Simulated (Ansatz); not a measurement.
# CH₂AlBO: small, medium and large basis sets

Aim: see how fast density functionals converge with the basis set for CH₂AlBO.

The runs use Ansatz 0.2.0, Gaussian basis; one geometry, several basis sets.

Plan: PBE0-D4/def2-SVP; ωB97M-V/def2-SVP; PBE0-D4/def2-QZVPP; ωB97M-V/def2-QZVPP; the functionals' def2-TZVPP values are taken from earlier runs.

**1. Structure used throughout**

All runs share one geometry, relaxed beforehand with PBE0-D4 in a triple-zeta def2 set.

6 atoms, charge 0, spin multiplicity 1.

Atoms are counted from 1 here; the program's logs count them from 0.

Bond lengths: O1–C2 1.156 Å, C2–B3 1.438 Å, B3–Al4 1.943 Å, B3–H5 1.189 Å, Al4–H6 1.581 Å. Angles: O1–C2–B3 177.4°, C2–B3–Al4 105.8°, C2–B3–H5 125.9°, Al4–B3–H5 128.3°, B3–Al4–H6 179.2°.

**2. PBE0-D4 in def2-SVP**

in.yaml reads:

```yaml
crystal:
  periodic: [false, false, false]
  atoms:
    - {symbol: O, position_ang: [0.181929, -2.152481, 1.013478]}
    - {symbol: C, position_ang: [0.469572, -1.176959, 0.462977]}
    - {symbol: B, position_ang: [0.765681, 0.054794, -0.216478]}
    - {symbol: Al, position_ang: [-0.914271, 1.026045, -0.307474]}
    - {symbol: H, position_ang: [1.830673, 0.385346, -0.628059]}
    - {symbol: H, position_ang: [-2.291585, 1.799355, -0.370645]}
basis:
  gaussian: {orbitals: def2-SVP}
hamiltonian: {xc: pbe0, dispersion: d4}
output: {orbitals: {seedname: orbitals}}
```

The run is started by

```
$ ansatz run in.yaml --threads 2 --pin off --events-out ev --progress --plain --max-ram 4352MiB
```

After this run come: ωB97M-V in def2-SVP; PBE0-D4 in def2-QZVPP; ωB97M-V in def2-QZVPP.

Q: Predict the results of all the runs planned. Wanted: PBE0-D4: double and triple zeta above quadruple; ωB97M-V: double and triple zeta above quadruple.

As calculated:

| quantity | value |
| --- | --- |
| PBE0-D4: double and triple zeta above quadruple | 7.05, 0.40 eV |
| ωB97M-V: double and triple zeta above quadruple | 7.18, 0.38 eV |

What this shows: PBE0-D4 gains 6.65 eV from double to triple zeta, then 0.40 eV more. Total energies overstate the basis error of differences, where much of it tends to cancel.
